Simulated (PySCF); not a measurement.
# C3H6BN3Se: electronic excitations

Aim: predict the electronic excitations of C3H6BN3Se (`N#C[B@@H-](N)[N+]#CC[SeH]`).

Programs: PySCF 2.14.0, with density-fitted response routines of our own. Each step states its level of theory. These are calculated values for one molecule in the gas phase, unless marked as measured. Atoms count from 0, in the outputs and in this text.

### Step 1. The starting structure

14 atoms, charge 0, multiplicity 1; geometry from: GFN2-xTB.

Bonds of the start (Å): N0–C1 1.15, C1–B2 1.53, B2–N3 1.37, N4–C5 1.15, C5–C6 1.43, C6–Se7 2.00, B2–H8 1.17, N3–H9 1.01, N3–H10 1.01, C6–H11 1.09, C6–H12 1.09, Se7–H13 1.47.

The optimised geometry no longer has the bonds of the starting formula, so what follows describes that rearranged structure.

### Step 2. TDDFT and polarisability: CAM-B3LYP/def2-SVPD

The job: settings as JSON, then the geometry in Å.

```
{"job": {"kind": "uv", "xc": "CAM-B3LYP", "basis": "def2-SVPD", "nstates": 8, "ntriplets": 3}, "charge": 0, "multiplicity": 1}
N     -0.021712     1.432983     0.789409
C     -1.070576     0.987783     0.643457
B     -2.457074     0.357940     0.454441
N     -2.504429    -0.825820    -0.236585
N      0.278855    -1.606430    -0.904122
C      1.183493    -0.988329    -0.566657
C      2.281130    -0.193040    -0.124606
Se     2.036388     1.691003    -0.740418
H     -3.412176     0.879223     0.885201
H     -1.676610    -1.280015    -0.605240
H     -3.353623    -1.338749    -0.417438
H      2.300267    -0.169060     0.967825
H      3.225556    -0.562759    -0.526606
H      3.189830     1.614796    -1.645806
```

With the program's defaults for keys left out, this is: TDDFT CAM-B3LYP/def2-SVPD, vertical, gas phase, core orbitals frozen in the response.

Started as:

```
$ OMP_NUM_THREADS=1 python probes_run.py task.json out
```

One launch serves the whole session: the jobs run in the order shown.

Predict these results of the whole session: lowest singlet (CAM-B3LYP/def2-SVPD); brightest single state of those computed; lowest triplet; surface potential, 1st and 99th percentile.

**Answer**, as computed:

```
                                quantity                        value
    lowest singlet (CAM-B3LYP/def2-SVPD)  4.50 eV (276 nm), f = 0.003
brightest single state of those computed  state 6, 6.73 eV, f = 0.104
                          lowest triplet                      3.91 eV
   surface potential, 1st and 99th percentile           -1.17 V and 1.87 V
```

**Reading.** The structure rearranged or came apart on optimisation; the results belong to the end geometry, not to the formula as drawn. The lowest singlet, at 4.50 eV, is HOMO→LUMO+1 0.78, HOMO→LUMO 0.14 and is weak; of the 8 states computed, the strongest absorption comes from state 6 at 6.73 eV (the last state computed is bright too, and its partners may lie past the list). The lowest triplet lies 0.58 eV below the lowest singlet (triplets in Tamm-Dancoff, singlets in full TDDFT). By nearest atom (CAM-B3LYP/def2-SVPD), the HOMO sits on Se7 78 %; H13 11 % and the LUMO on B2 31 %; N0 20 %.
